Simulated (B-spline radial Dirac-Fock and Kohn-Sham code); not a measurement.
# Inner shells of Tc¹⁸⁺

What does theory give for the Tc¹⁸⁺ ion? The session works out its X-ray form factor and Compton profile, the binding energy of each subshell, how cheaper methods do for the levels and its two-hole states.

Program: B-spline radial Dirac-Fock and Kohn-Sham code, version 2. Model: a free atom or ion on a radial basis; each step names its model. All values are calculated, but those marked as tabulated.

### 1 What is computed

Technetium as Tc¹⁸⁺, [Ar] 3d7.

| Item | Value |
| --- | --- |
| nuclear charge | 43 |
| electrons | 25 |
| mass number | 97 |
| nuclear rms radius | 4.4112 fm |

Outer shells as boxes (Hund's rule, for the drawing alone; heavy ions are jj-coupled, and the calculation averages over the configuration):

```
[Ar] core
3d [↑↓][↑↓][↑ ][↑ ][↑ ]
```

### 2 Scattering by the electron cloud

Model: Dirac-Fock average of configuration, finite nucleus; form factor of the spherical density, Waller-Hartree incoherent function, impulse-approximation Compton profiles.

Recorded inputs:

```ini
task = scatter
Z = 43
charge = 18
configuration = 1s2 2s2 2p6 3s2 3p6 3d7
mass_number = 97
rms_radius = 4.4112  # fm
s = [0.0, 0.05, 0.1, 0.15, 0.2, 0.25, 0.3, 0.35, 0.4, 0.45, 0.5, 0.6, 0.7, 0.8, 0.9, 1.0, 1.1, 1.2, 1.4, 1.6, 1.8, 2.0, 2.5, 3.0, 3.5, 4.0, 5.0, 6.0]  # 1/A
pz = [0, 0.1, 0.14, 0.2, 0.27, 0.38, 0.54, 0.75, 1.1, 1.5, 2.1, 2.9, 4.0, 5.6, 7.9, 11.0, 15.0, 22.0, 30.0, 42.0, 59.0]  # a.u.
photon_energy = [1000, 2000, 17479.3, 30000, 100000, 200000, 500000, 1000000]  # eV
```

### 3 Binding energies

Model: Dirac-Fock average of configuration, Delta-SCF, finite nucleus, first-order Breit with its frequency dependence, self-energy and vacuum polarisation.

Recorded inputs:

```ini
task = binding
```

### 4 The levels by Dirac LDA

Model: Dirac-Kohn-Sham LDA (Slater exchange, VWN correlation), finite nucleus, spherical and without spin polarisation.

Settings, as recorded:

```ini
task = binding-ladder
method = lda,vwn
relativity = dirac
```

### 5 Double vacancies and Auger multiplets

Model: Dirac-Fock average of configuration, Delta-SCF, finite nucleus, first-order Breit with its frequency dependence, self-energy and vacuum polarisation; two-hole levels by intermediate coupling within the shell, Auger rates as independent-particle Coulomb matrix elements.

The run's settings:

```ini
task = double
```

### 6 non-relativistic HF, for comparison

Model: non-relativistic Hartree-Fock, average of configuration, point nucleus.

Recorded inputs:

```ini
task = binding-ladder
method = hf
relativity = nr
```

(Steps that only read results are left out.)

Q: Predict the outcome of this session. Wanted: rms radius of the electron cloud; form factor halves at; Compton profile at zero; deepest level listed, K; least bound, M4,5; Kα1; Dirac LDA, K: eigenvalue / ΔSCF; largest U, K K; Kα hypersatellite shift.

**Answer**, as computed:

| quantity | value |
| --- | --- |
| rms radius of the electron cloud | 0.331 bohr |
| form factor halves at | 1.0 1/Å |
| Compton profile at zero | 1.757 1/a.u. |
| deepest level listed, K (1s) | 21629.8 eV |
| least bound, M4,5 (3d) | 776.8 eV |
| Kα1 | 18376.1 eV |
| ionisation energy, NIST (theoretical) | 773.000 eV |
| Dirac LDA, K: eigenvalue / ΔSCF | 21385.0 / 21682.4 eV |
| largest U, K K | 696.4 eV |
| Kα hypersatellite shift | +489.1 eV |
| strongest line of K-L123 | L2L3, J = 2, 14849.5 eV |
| non-relativistic HF, 1s: eigenvalue / ΔSCF | 21180.7 / 21141.0 eV |

What this shows: f falls from 25 to half of that at s = 1.0 1/Å. Incoherent scattering outweighs coherent from 200 keV on, among the energies asked. For K (1s), relaxation takes off 41.8 eV, Breit terms shift it by -39.35 and QED by -19.57 eV. NIST's ionisation energy differs by -3.84 eV from the least binding energy; the calculation averages open shells over their j components and terms. Dirac LDA misses the K level by -1.1 % with its eigenvalue and by +0.2 % with ΔSCF, so total-energy differences mend most of the error. Two holes repel most in K K, by 696.4 eV, and least in M2 M3, by 54.66 eV. An empty K shell moves Kα up by 489 eV. In the K-L123 Auger group the L2L3 J = 2 line carries 45 % of the rate. Non-relativistic HF misses the 1s level by -2.1 % with its eigenvalue and by -2.3 % with ΔSCF, as relativity is missing. The Hartree-Fock and Dirac-Fock values hold no electron correlation.
